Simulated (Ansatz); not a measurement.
# AlH₅OSi₂: from a rough start to a minimum

What shape does AlH₅OSi₂ take? The plan is to relax it, then compute its harmonic vibrations to see whether it is a minimum and to get the zero-point energy and entropy, and look at its orbitals and charge.

Program: Ansatz 0.2.0, Gaussian basis. Level of theory: RKS PBE0-D4/def2-TZVP. These are calculated values, not measurements.

Levels to be run: relaxation at PBE-D4/def2-SVP; relaxation at PBE0-D4/def2-TZVP; harmonic vibrations at the same level; a single point in def2-TZVPP for the fields.

### 1 The system as given

9 atoms, charge 0, spin multiplicity 1.

Atoms are counted from 1 here; the program's logs count them from 0.

Bond lengths: Si1–Si2 2.174 Å, Si1–H5 1.515 Å, Si1–H6 1.512 Å, Si1–H7 1.474 Å, Si2–O3 1.700 Å, Si2–Al4 2.344 Å, Si2–H8 1.456 Å, O3–Al4 1.801 Å, Al4–H9 1.654 Å. Angles: Si2–Si1–H5 110.6°, Si2–Si1–H6 111.5°, Si2–Si1–H7 112.2°, H5–Si1–H6 106.4°, H5–Si1–H7 108.1°, H6–Si1–H7 107.7°, Si1–Si2–O3 108.8°, Si1–Si2–Al4 115.4°, Si1–Si2–H8 119.2°, O3–Si2–Al4 49.8°, O3–Si2–H8 108.0°, Al4–Si2–H8 125.3°, Si2–O3–Al4 84.0°, Si2–Al4–O3 46.2°, Si2–Al4–H9 132.0°, O3–Al4–H9 155.9°.

As a file:

| atom | x (Å) | y (Å) | z (Å) |
| --- | --- | --- | --- |
| Si1 | -0.6668 | 0.8743 | -1.1400 |
| Si2 | 0.1288 | -0.8445 | -0.0724 |
| O3 | 1.7028 | -0.4803 | 0.4557 |
| Al4 | 0.9368 | -0.4051 | 2.0834 |
| H5 | -2.0995 | 0.6227 | -1.5649 |
| H6 | -0.6908 | 2.1074 | -0.2659 |
| H7 | 0.1195 | 1.1946 | -2.3455 |
| H8 | 0.1659 | -2.1389 | -0.7374 |
| H9 | 0.4918 | -0.9765 | 3.5700 |

The start is a force-field geometry with small random shifts, so a cheaper pass at PBE-D4/def2-SVP comes first.

### 2 Geometry optimisation, PBE-D4/def2-SVP (cheap first pass)

The input, in.yaml:

```yaml
crystal:
  periodic: [false, false, false]
  atoms:
    - {symbol: Si, position_ang: [-0.666800, 0.874300, -1.140000]}
    - {symbol: Si, position_ang: [0.128800, -0.844500, -0.072400]}
    - {symbol: O, position_ang: [1.702800, -0.480300, 0.455700]}
    - {symbol: Al, position_ang: [0.936800, -0.405100, 2.083400]}
    - {symbol: H, position_ang: [-2.099500, 0.622700, -1.564900]}
    - {symbol: H, position_ang: [-0.690800, 2.107400, -0.265900]}
    - {symbol: H, position_ang: [0.119500, 1.194600, -2.345500]}
    - {symbol: H, position_ang: [0.165900, -2.138900, -0.737400]}
    - {symbol: H, position_ang: [0.491800, -0.976500, 3.570000]}
basis:
  gaussian: {orbitals: def2-SVP}
hamiltonian: {xc: pbe, dispersion: d4}
relax: {f_tol: 0.03, max_steps: 200}
```

Launch:

```console
> ansatz run in.yaml --threads 2 --pin off --events-out ev --progress --plain --max-ram 4352MiB
```

The log of the run, shortened:

```text
Functional definition: PBE
  name "PBE"
  cite "Perdew, Burke & Ernzerhof, Phys. Rev. Lett. 77, 3865 (1996) doi:10.1103/PhysRevLett.77.3865"
  parent pbe
[...]
1018 factors; their error is unknown
[...]
mean field -24456.81036709 eV, -898.7712035690 hartree, gradient 3.3e-5 eV, S^2 0.000000; 1 other end points of the search recorded, 0 dependent functions left out
[...]
reference -24456.81041085 eV, -898.7712051771 hartree; 27, 27 occupied and 66, 66 virtual orbitals, 1018 factors
relax step   1: F+E_penalty+E_count = -24457.02757548 eV  Δ(F+E_penalty+E_count) = +0.000e0 eV  max|allowed force component| = 2.179e0 eV/Å  Δτ_max = 0.0000 Å  (45 SCF iters, accepted)
[...]
relax step   7: F+E_penalty+E_count = -24458.17157519 eV  Δ(F+E_penalty+E_count) = -2.508e-3 eV  max|allowed force component| = 5.280e-2 eV/Å  Δτ_max = 0.0209 Å  (29 SCF iters, accepted)
[...]
relax step   8: F+E_penalty+E_count = -24458.17175524 eV  Δ(F+E_penalty+E_count) = -1.800e-4 eV  max|allowed force component| = 2.847e-2 eV/Å  Δτ_max = 0.0066 Å  (23 SCF iters, accepted)
1018 factors; their error is unknown
mean field -24457.96506282 eV, -898.8136378546 hartree, gradient 2.4e-5 eV, S^2 0.000000; 1 other end points of the search recorded, 0 dependent functions left out
[...]
reference -24457.96510650 eV, -898.8136394598 hartree; 27, 27 occupied and 66, 66 virtual orbitals, 1018 factors
Total energy: -24458.17179891 eV, -898.8212352658 hartree
Atom 0 at    -0.711227     0.964494    -1.266086 Å, force    -0.003829    -0.001185    -0.005271 eV/Å
Atom 1 at     0.136987    -0.857391    -0.044799 Å, force     0.010112     0.006539     0.008852 eV/Å
Atom 2 at     1.633586    -0.535191     0.806741 Å, force     0.009867     0.003369    -0.028468 eV/Å
Atom 3 at     0.605383    -0.833713     2.214644 Å, force    -0.020626    -0.006611     0.024935 eV/Å
Atom 4 at    -2.127562     0.654227    -1.679507 Å, force     0.001063    -0.000080    -0.001818 eV/Å
Atom 5 at    -0.724687     2.188437    -0.388545 Å, force    -0.001186     0.001139     0.000485 eV/Å
Atom 6 at     0.091221     1.270026    -2.505860 Å, force     0.002189    -0.002196     0.002273 eV/Å
Atom 7 at     0.203445    -2.091633    -0.916064 Å, force    -0.001371     0.001511     0.001233 eV/Å
Atom 8 at     0.981354    -0.805556     3.762477 Å, force     0.003781    -0.002486    -0.002222 eV/Å
Dipole moment:    -0.195381    -0.077746     0.259186 e Å
```

Run time: 13 s. Hardware: 2 threads of Arm Neoverse V2, shared host.

Along the way:

```
step  energy from step 1 (eV)  largest force component (eV/Å)
   1                   0.0000                          2.1787
   2                  -0.7484                          1.1069
   3                  -1.0451                          0.5270
   4                  -1.1247                          0.5822
   5                  -1.1371                          0.2281
   6                  -1.1415                          0.1809
   7                  -1.1440                          0.0528
   8                  -1.1442                          0.0285
```

Distances of close pairs at the start and the end, largest changes first:

```csv
bond,before (Å),after (Å),change (Å)
Si1–Si2,2.174,2.352,+0.177
Al4–H9,1.654,1.593,-0.061
Si2–H8,1.456,1.512,+0.057
Si2–O3,1.700,1.752,+0.052
Si2–Al4,2.344,2.308,-0.036
Si1–H7,1.474,1.508,+0.034
O3–Al4,1.801,1.769,-0.032
Si1–H5,1.515,1.508,-0.008
```

### 3 Geometry optimisation, PBE0-D4/def2-TZVP

The input, in.yaml:

```yaml
crystal:
  periodic: [false, false, false]
  atoms:
    - {symbol: Si, position_ang: [-0.711227, 0.964494, -1.266086]}
    - {symbol: Si, position_ang: [0.136987, -0.857391, -0.044799]}
    - {symbol: O, position_ang: [1.633586, -0.535191, 0.806741]}
    - {symbol: Al, position_ang: [0.605383, -0.833713, 2.214644]}
    - {symbol: H, position_ang: [-2.127562, 0.654227, -1.679507]}
    - {symbol: H, position_ang: [-0.724687, 2.188437, -0.388545]}
    - {symbol: H, position_ang: [0.091221, 1.270026, -2.505860]}
    - {symbol: H, position_ang: [0.203445, -2.091633, -0.916064]}
    - {symbol: H, position_ang: [0.981354, -0.805556, 3.762477]}
basis:
  gaussian: {orbitals: def2-TZVP}
hamiltonian: {xc: pbe0, dispersion: d4}
relax: {f_tol: 0.005, max_steps: 150}
```

Same command.

The log of the run, shortened:

```text
Functional definition: PBE0
  name "PBE0"
  cite "Adamo & Barone, J. Chem. Phys. 110, 6158 (1999) doi:10.1063/1.478522"
  cite "Perdew, Burke & Ernzerhof, Phys. Rev. Lett. 77, 3865 (1996) doi:10.1103/PhysRevLett.77.3865"
  parent pbe
[...]
1186 factors; their error is unknown
[...]
mean field -24470.62999451 eV, -899.2790655096 hartree, gradient 1.4e-5 eV, S^2 0.000000; 0 other end points of the search recorded, 0 dependent functions left out
[...]
reference -24470.63003340 eV, -899.2790669388 hartree; 27, 27 occupied and 145, 145 virtual orbitals, 1186 factors
relax step   1: F+E_penalty+E_count = -24470.80721841 eV  Δ(F+E_penalty+E_count) = +0.000e0 eV  max|allowed force component| = 1.299e0 eV/Å  Δτ_max = 0.0000 Å  (28 SCF iters, accepted)
[...]
Total energy: -24470.86784781 eV, -899.2878064569 hartree
Atom 0 at    -0.707678     0.965594    -1.261976 Å, force     0.000557     0.000502     0.000664 eV/Å
Atom 1 at     0.139160    -0.828238    -0.022387 Å, force    -0.000829    -0.000394     0.000507 eV/Å
Atom 2 at     1.594514    -0.538771     0.800977 Å, force     0.001039     0.001150    -0.000058 eV/Å
Atom 3 at     0.614767    -0.838998     2.204150 Å, force    -0.000220    -0.000451    -0.000765 eV/Å
Atom 4 at    -2.092022     0.629643    -1.696109 Å, force     0.000085    -0.000133    -0.000215 eV/Å
Atom 5 at    -0.756087     2.189348    -0.417037 Å, force    -0.000317     0.000363    -0.000205 eV/Å
Atom 6 at     0.110549     1.255407    -2.472636 Å, force    -0.000012    -0.000081    -0.000311 eV/Å
Atom 7 at     0.175912    -2.048435    -0.883345 Å, force    -0.000325    -0.000795    -0.000066 eV/Å
Atom 8 at     1.009385    -0.831849     3.731364 Å, force     0.000022    -0.000160     0.000448 eV/Å
Dipole moment:    -0.179406    -0.075151     0.279732 e Å
```

It took 41 s on 2 threads of Arm Neoverse V2, shared host.

Along the way:

```
step  energy from step 1 (eV)  largest force component (eV/Å)
   1                   0.0000                          1.2992
   2                  -0.0433                          0.8203
   3                  -0.0583                          0.0569
   4                  -0.0591                          0.0821
   5                  -0.0604                          0.0251
   6                  -0.0605                          0.0156
   7                  -0.0606                          0.0109
   8                  -0.0602                          0.0574
   9                  -0.0606                          0.0175
  10                  -0.0606                          0.0107
  11                  -0.0606                          0.0011
```

Distances of close pairs at the start and the end, largest changes first:

| bond | before (Å) | after (Å) | change (Å) |
| --- | --- | --- | --- |
| Si2–O3 | 1.752 | 1.697 | -0.055 |
| O3–Al4 | 1.769 | 1.738 | -0.031 |
| Si2–Al4 | 2.308 | 2.277 | -0.031 |
| Si1–H5 | 1.508 | 1.489 | -0.019 |
| Si2–H8 | 1.512 | 1.494 | -0.018 |
| Si1–H7 | 1.508 | 1.490 | -0.018 |
| Si1–H6 | 1.506 | 1.488 | -0.018 |
| Al4–H9 | 1.593 | 1.577 | -0.016 |

Mulliken charges at the end point, from the run's report:

```
atom  value (e)
 Si1       0.00
 Si2       0.25
  O3      -0.42
 Al4       0.29
  H5      -0.01
  H6      -0.02
  H7      -0.01
  H8      -0.03
  H9      -0.06
```

### 4 Harmonic vibrations

The input, in.yaml:

```yaml
crystal:
  periodic: [false, false, false]
  atoms:
    - {symbol: Si, position_ang: [-0.707678, 0.965594, -1.261976]}
    - {symbol: Si, position_ang: [0.139160, -0.828238, -0.022387]}
    - {symbol: O, position_ang: [1.594514, -0.538771, 0.800977]}
    - {symbol: Al, position_ang: [0.614767, -0.838998, 2.204150]}
    - {symbol: H, position_ang: [-2.092022, 0.629643, -1.696109]}
    - {symbol: H, position_ang: [-0.756087, 2.189348, -0.417037]}
    - {symbol: H, position_ang: [0.110549, 1.255407, -2.472636]}
    - {symbol: H, position_ang: [0.175912, -2.048435, -0.883345]}
    - {symbol: H, position_ang: [1.009385, -0.831849, 3.731364]}
basis:
  gaussian: {orbitals: def2-TZVP}
hamiltonian: {xc: pbe0, dispersion: d4}
phonons: {temperatures: {t_min: 298.15, t_max: 900, t_step: 200}}
```

Launched as before.

The log of the run, shortened:

```text
Functional definition: PBE0
  name "PBE0"
  cite "Adamo & Barone, J. Chem. Phys. 110, 6158 (1999) doi:10.1063/1.478522"
  cite "Perdew, Burke & Ernzerhof, Phys. Rev. Lett. 77, 3865 (1996) doi:10.1103/PhysRevLett.77.3865"
  parent pbe
[...]
1186 factors; their error is unknown
[...]
mean field -24470.68958507 eV, -899.2812554221 hartree, gradient 1.4e-5 eV, S^2 0.000000; 0 other end points of the search recorded, 0 dependent functions left out
[...]
reference -24470.68962386 eV, -899.2812568476 hartree; 27, 27 occupied and 145, 145 virtual orbitals, 1186 factors
[...]
1186 factors; their error is unknown
mean field -24470.68948642 eV, -899.2812517967 hartree, gradient 1.5e-6 eV, S^2 0.000000; 0 other end points of the search recorded, 0 dependent functions left out
[...]
reference -24470.68952520 eV, -899.2812532221 hartree; 27, 27 occupied and 145, 145 virtual orbitals, 1186 factors
[...]
Atom 1 at     0.139160    -0.828238    -0.022387 Å, force    -0.000837    -0.000397     0.000510 eV/Å
Atom 2 at     1.594514    -0.538771     0.800977 Å, force     0.001045     0.001152    -0.000028 eV/Å
Atom 3 at     0.614767    -0.838998     2.204150 Å, force    -0.000216    -0.000449    -0.000801 eV/Å
Atom 4 at    -2.092022     0.629643    -1.696109 Å, force     0.000091    -0.000133    -0.000212 eV/Å
Atom 5 at    -0.756087     2.189348    -0.417037 Å, force    -0.000316     0.000373    -0.000197 eV/Å
Atom 6 at     0.110549     1.255407    -2.472636 Å, force    -0.000010    -0.000084    -0.000313 eV/Å
Atom 7 at     0.175912    -2.048435    -0.883345 Å, force    -0.000327    -0.000793    -0.000065 eV/Å
Atom 8 at     1.009385    -0.831849     3.731364 Å, force     0.000024    -0.000162     0.000453 eV/Å
Dipole moment:    -0.179406    -0.075151     0.279733 e Å
Vibrations: 92.69 106.83 156.96 360.83 402.44 432.12 471.89 486.46 527.40 643.29 714.62 778.27 842.79 879.13 929.55 938.84 1949.05 2171.45 2205.39 2216.39 2222.60 cm⁻¹, zero-point energy 1.210642 eV
```

Wall time 2.3 min (2 threads of Arm Neoverse V2, shared host).

Motions are named by where the mode's potential energy lies. Wavenumbers, unscaled:

| mode | cm⁻¹ | motion |
| --- | --- | --- |
| 1 | 93 | torsion |
| 2 | 107 | bend with torsion |
| 3 | 157 | bend with torsion |
| 4 | 361 | Si–Si stretch |
| 5 | 402 | out-of-plane bend |
| 6 | 432 | bend |
| 7 | 472 | bend |
| 8 | 486 | bend with torsion |
| 9 | 527 | bend with Si–Si stretch |
| 10 | 643 | bend with torsion |
| 11 | 715 | bend with torsion |
| 12 | 778 | bend |
| 13 | 843 | bend with Al–O stretch |
| 14 | 879 | bend |
| 15 | 930 | bend with torsion |
| 16 | 939 | bend with torsion |
| 17 | 1949 | Al–H stretch |
| 18 | 2171 | Si–H stretch |
| 19 | 2205 | Si–H stretch |
| 20 | 2216 | Si–H stretch |
| 21 | 2223 | Si–H stretch |

From these modes and the moments of inertia (298.15 K, 1 bar, symmetry number 1):

| term | value |
| --- | --- |
| zero-point energy | 27.9 kcal/mol |
| H(298) − E | 33.0 kcal/mol |
| entropy, translation | 166.8 J/(mol K) |
| entropy, rotation | 112.8 J/(mol K) |
| entropy, vibration | 66.6 J/(mol K) |
| entropy, total | 346.3 J/(mol K) |

### 5 Orbitals, density and potential

Changes to in.yaml since step 4:

```diff
@@ -13,4 +13,4 @@
 basis:
-  gaussian: {orbitals: def2-TZVP}
+  gaussian: {orbitals: def2-TZVPP}
 hamiltonian: {xc: pbe0, dispersion: d4}
-phonons: {temperatures: {t_min: 298.15, t_max: 900, t_step: 200}}
+output: {orbitals: {seedname: orbitals}}
```

Launched as before.

The log of the run:

```text
Functional definition: PBE0
  name "PBE0"
  cite "Adamo & Barone, J. Chem. Phys. 110, 6158 (1999) doi:10.1063/1.478522"
  cite "Perdew, Burke & Ernzerhof, Phys. Rev. Lett. 77, 3865 (1996) doi:10.1103/PhysRevLett.77.3865"
  parent pbe
  parameter a = 0.25
  parameter kappa = 0.804
  parameter beta = 0.06672455060314922
  exchange = (1 - a)*pbe_x(kappa = kappa, mu = beta*pi^2/3) + a*exact_x
  correlation = pbe_c(beta = beta)
1328 factors; their error is unknown
mean field evaluation 1: about -24463.5787 eV, gradient 6.2e1 eV
mean field evaluation 2: about -24394.9192 eV, gradient 1.7e2 eV
mean field evaluation 4: about -24470.5894 eV, gradient 5.2e0 eV
mean field evaluation 8: about -24470.6709 eV, gradient 1.7e-1 eV
mean field evaluation 16: about -24470.7163 eV, gradient 4.2e-5 eV
mean field -24470.71631346 eV, -899.2822376724 hartree, gradient 4.2e-5 eV, S^2 0.000000; 0 other end points of the search recorded, 0 dependent functions left out
reference -24470.71635190 eV, -899.2822390852 hartree; 27, 27 occupied and 200, 200 virtual orbitals, 1328 factors
Total energy: -24470.89457591 eV, -899.2887886967 hartree
```

Wall time 3.4 s (2 threads of Arm Neoverse V2, shared host); peak memory 0.53 GiB.

Orbitals, density, ELF and potential are computed afterwards from the orbital file.

Frontier orbitals at PBE0-D4/def2-TZVPP, with the share of their density that lies nearest to each atom:

```csv
orbital,energy (eV),lies on
HOMO,-6.26,Si2 31 %; Al4 31 %; O3 20 %
LUMO,-1.58,Al4 47 %; H9 17 %; Si2 14 %
```

ELF in a plane through or near 6 of the atoms.

Ten even steps from '0' (0.00) to '9' (1.00):
```
0000000000000000000000000000
0000000000000000000000000000
0000000000000000000000000000
0000000003542000000000000000
0000000069999300000002200000
0000000289999500000169972000
0000000179999300001599998200
0000000148997200110499999500
0000000221415522314349999600
0000001333518833318719999400
0000001342059531331106985000
0000000232489175242001320000
0000000000134421222100000000
0000000000016998310000000000
0000000000039999600000000000
0000000000049999700000000000
0000000000017999400000000000
0000000000001342000000000000
0000000000000000000000000000
0000000000000000000000000000
```
The map spans 12.9 Å across and 9.6 Å up, centred on the molecule. Atoms in the plane (x, y in Å): Si1 (-1.7, 0.3), Si2 (0.4, -0.7), Al4 (2.4, 0.3), H6 (-1.5, 1.8), H8 (0.1, -2.2), H9 (3.8, 0.9).

On the surface of density 0.002 e/bohr³ the electrostatic potential runs, from the 1st to the 99th percentile, from -1.40 V near O3 to 2.81 V near Al4.

### 6 Outcome

```
                  quantity            value
               point group               C1
                     steps           8 + 11
shift from the start (rms)          0.313 Å
              total energy   -24470.8678 eV
           dispersion term         -178 meV
             dipole moment           1.64 D
lowest, highest wavenumber    93, 2223 cm⁻¹
         zero-point energy    27.9 kcal/mol
       entropy at 298.15 K  346.3 J/(mol K)
                HOMO, LUMO  -6.26, -1.58 eV
```

**Reading.** The relaxed geometry lies 0.31 Å (rms) from the start; the bond that changed most is Si1–Si2, from 2.174 to 2.339 Å. All wavenumbers are real, so the end point is a minimum. The stiffest mode, 2223 cm⁻¹, is an Si–H stretch, and 3 modes under 200 cm⁻¹ make the vibrational entropy uncertain. Harmonic hybrid wavenumbers usually lie a few per cent above measured fundamentals. The largest Mulliken charge, -0.42 e, sits on O3. The HOMO lies mostly on Si2 31 %; Al4 31 % and the LUMO on Al4 47 %; H9 17 %.
